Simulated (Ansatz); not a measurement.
# ScSi2: pressure against volume

The task here is to estimate one member of a computed series from the others.

Method: DFT PBEsol, scalar-relativistic, in Ansatz 0.2.0.

**The structure to begin with**

The structure is hexagonal, space group P6/mmm (No. 191). Conventional cell: a = 3.660 Å, b = 3.660 Å, c = 3.870 Å, α = 90.00°, β = 90.00°, γ = 120.00°. Sc (site symmetry 6/mmm) has 12 Si at 2.87 Å as nearest neighbours. Si (site symmetry -6m2) has 3 Si at 2.11 Å and 6 Sc at 2.87 Å as nearest neighbours.

Coordinates:

```cif
data_structure
_symmetry_space_group_name_H-M 'P6/mmm'
_symmetry_Int_Tables_number 191
_cell_length_a 3.6600
_cell_length_b 3.6600
_cell_length_c 3.8700
_cell_angle_alpha 90.000
_cell_angle_beta 90.000
_cell_angle_gamma 120.000
_cell_volume 44.90
loop_
_atom_site_label
_atom_site_type_symbol
_atom_site_symmetry_multiplicity
_atom_site_Wyckoff_symbol
_atom_site_fract_x
_atom_site_fract_y
_atom_site_fract_z
_atom_site_occupancy
Sc1 Sc 1 a 0.00000 0.00000 0.00000 1
Si1 Si 2 d 0.33333 0.66667 0.50000 1
```

The file gives the conventional cell by its symmetry; the runs use the cell typed in the input.

The geometry is a database entry used as it stands. It may stem from high pressure or temperature, or be incomplete, so it serves as a test cell.

Atoms are numbered in the order of the input: Sc1, Si2, Si3.

Set-up of the first run:

Input file input.yaml:

```yaml
crystal:
  lattice:
    - [3.5852838948, 0.0, 0.0]
    - [-1.7926419474, 3.1049469327, 0.0]
    - [0.0, 0.0, 3.7909982407]
  atoms:
    - { symbol: Sc, position: [0.0, 0.0, 0.0] }
    - { symbol: Si, position: [0.3333333333, 0.6666666667, 0.5] }
    - { symbol: Si, position: [0.6666666667, 0.3333333333, 0.5] }
kpoints:
  mp_grid: { grid: [13, 13, 11] }
  band_path:
    path:
      - [0.0, 0.0, 0.0]
      - [0.5, 0.0, 0.0]
      - [0.3333333333, 0.3333333333, 0.0]
      - [0.0, 0.0, 0.0]
      - [0.0, 0.0, 0.5]
      - [0.5, 0.0, 0.5]
      - [0.3333333333, 0.3333333333, 0.5]
      - [0.0, 0.0, 0.5]
      - [0.5, 0.0, 0.5]
    npoints: 5
scf:
  occupations: { method: fermi_dirac, width: 0.05 }
hamiltonian:
  xc: pbesol
  pseudopotentials: { kind: all_electron, lapw: { basis_error: 0.001 } }
output:
  forces: true
  stress: true
  eigenvalues: true
```

The run is started by

```bash
$ ansatz run input.yaml --threads 1 --pin off --max-ram 4096MiB --backend cpu --events-out ev --progress --plain --runs-dir out
```

Among the steps run: Volume × 0.94, LAPW; Volume × 0.94, PAW; Volume × 0.94, crystal datasets; Volume × 0.98, LAPW; Volume × 0.98, PAW; Volume × 0.98, crystal datasets; Volume × 1.01, LAPW; Volume × 1.01, PAW; Volume × 1.01, crystal datasets; Volume × 1.04, LAPW; Volume × 1.04, PAW; Volume × 1.04, crystal datasets.

One table of the session follows, with a row left open; its other results are not shown here.

It belongs to the step «Fits». 

```
          method  volume (Å³/atom)  pressure (GPa)
            LAPW            14.067           34.68
            LAPW            14.666           25.61
            LAPW            14.965           21.66
            LAPW            15.115           19.82
            LAPW            15.564           14.77
             PAW            14.067           34.85
             PAW            14.666           25.74
             PAW            14.965               ?
             PAW            15.115           19.94
             PAW            15.564           14.86
crystal datasets            14.067           34.67
crystal datasets            14.666           25.60
crystal datasets            14.965           21.66
crystal datasets            15.115           19.82
crystal datasets            15.564           14.76
```

Q: Estimate the row for PAW, 14.965 from the others.

As computed: pressure (GPa): 21.79. In the column «pressure (GPa)» it lies between crystal datasets, 14.965 (21.66) and crystal datasets, 14.666 (25.60).

Limits of these values: Warnings in the runs' records: crystal datasets made, printed levels off.
